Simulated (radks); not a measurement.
# Xe in [Xe]: an all-electron calculation

One table from this session's results is given with a row withheld; the runs are named, their logs left out.

Program: radks (a radial shooting solver on a logarithmic mesh, Libxc functionals) version 1. Level of theory: scalar-relativistic Kohn-Sham, AM05, spin-unpolarised, spherical densities, point nucleus. These are calculated values, not measurements, unless marked.

### The system

| Quantity | Value |
| --- | --- |
| element | xenon (Z = 54) |
| charge | 0 |
| electrons | 54 |
| configuration | [Xe] |

Outer shells as boxes (Hund's rule):

Xe
```
[Kr] core
4d [↑↓][↑↓][↑↓][↑↓][↑↓]
5s [↑↓]
5p [↑↓][↑↓][↑↓]
```

The first run:

Settings of this run:

```text
Z 54
configuration [Xe]
relativity scalar-relativistic
functional am05,am05
spin unpolarised
nucleus point
c 137.035999084
```

One table of the session follows, with a row left open; its other results are not shown here.

It belongs to the step «Radial structure». Radial moments (bohr):

| level | <r> | outermost maximum (interpolated) | 90 % within | nodes |
| --- | --- | --- | --- | --- |
| 1s | 0.02667 | 0.0172 | 0.0480 | 0 |
| 2s | 0.1147 | 0.0970 | 0.177 | 1 |
| 2p | 0.1004 | 0.0778 | 0.163 | 0 |
| 3s | 0.3067 | 0.279 | 0.451 | 2 |
| 3p | 0.3047 | 0.273 | 0.457 | 1 |
| 3d | ? | ? | ? | ? |
| 4s | 0.7170 | 0.661 | 1.03 | 3 |
| 4p | 0.7652 | 0.693 | 1.12 | 2 |
| 4d | 0.8773 | 0.749 | 1.33 | 1 |
| 5s | 1.859 | 1.62 | 2.71 | 4 |
| 5p | 2.307 | 1.91 | 3.47 | 3 |

Estimate the missing values for 3d.

As computed: <r>: 0.2810; outermost maximum (interpolated): 0.226; 90 % within: 0.441; nodes: 0. In the column «<r>» it lies between 2s (0.1147) and 3p (0.3047).
